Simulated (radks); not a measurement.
**Exchange and kinetic functionals tested on atomic densities: Gd³⁺, K⁺, Ba²⁺, Ir⁴⁺, B²⁺, K¹⁷⁺**

An exercise on one series of results from a longer session: the logs are not shown, and one member is left open.

The numbers are computed with radks (a radial shooting solver on a logarithmic mesh, Libxc functionals) version 1 (non-relativistic Kohn-Sham, exchange-only LDA, spin-polarised, spherical densities, point nucleus; open shells are filled with parallel spins first), except any that are marked as measured or tabulated.

## The system

```
species : Gd³⁺ ([Xe] 4f7), K⁺ ([Ar]), Ba²⁺ ([Xe]), Ir⁴⁺ ([Xe] 4f14 5d5), B²⁺ ([He] 2s1), K¹⁷⁺ ([He])
```

Set-up of the first run:

Settings of this run:

```text
Z 64
configuration [Xe] 4f7
relativity non-relativistic
functional lda,
spin polarised
nucleus point
```

Steps of the session up to this table: Gd³⁺, [Xe] 4f7.

One table of the session follows, with a row left open; its other results are not shown here.

It belongs to the step «Gd³⁺, [Xe] 4f7». Radial moments (bohr):

```
  level     <r>  outermost maximum (interpolated)  90 % within  nodes
  4d up  0.6364                             0.560        0.955      1
4d down  0.6380                             0.560        0.959      1
  5s up       ?                                 ?            ?      ?
5s down   1.427                              1.28         2.05      4
  5p up   1.553                              1.37         2.26      3
5p down   1.592                              1.40         2.32      3
  4f up  0.8077                             0.554         1.36      0
4f down  0.8434                             0.557         1.44      0
```

Q: Estimate the row for 5s up from the others.

**Answer.** <r>: 1.400; outermost maximum (interpolated): 1.26; 90 % within: 2.01; nodes: 4. In the column «<r>» it lies between 4f down (0.8434) and 5s down (1.427).
